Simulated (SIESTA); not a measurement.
Crystal: Sn3Se.

```xyz
4
Lattice="0.0000 3.7331 3.7331 3.7331 0.0000 3.7331 3.7331 3.7331 0.0000" Properties=species:S:1:pos:R:3 pbc="T T T"
Sn    3.7331    3.7331    3.7331
Sn    5.5997    5.5997    5.5997
Sn    1.8666    1.8666    1.8666
Se    0.0000    0.0000    0.0000
```

The cell comes from a database or a generator and needn't be the stable form of this composition.

Base run:

```yaml
Program: SIESTA 5.4.2
Functional: PBE
Potentials_or_basis: PseudoDojo 0.4 standard (PBE files)
Basis: DZP (energy shift 0.003 Ry; two zetas on semicore shells)
Grid_cutoff: 500 Ry
Energy_shift: 0.003 Ry
k_mesh: 6 × 6 × 6
Occupations: fermi-dirac, width 0.05 eV
Spin: no spin polarisation
```

Its results: band gap on the k mesh none (metal or under the smearing width); pressure 0.8 GPa.

Problem. The run is repeated on the same cell with these changes: functional from PBE to LDA; potentials or basis from PseudoDojo 0.4 standard (PBE files) to PseudoDojo 0.4 standard (LDA files). What comes out?

Solution. Band gap on the k mesh none (metal or under the smearing width); pressure -3.6 GPa.

Caveats: the basis of atomic orbitals isn't converged, which shifts pressures, moduli and gaps.

Not every run made on this cell is shown here.
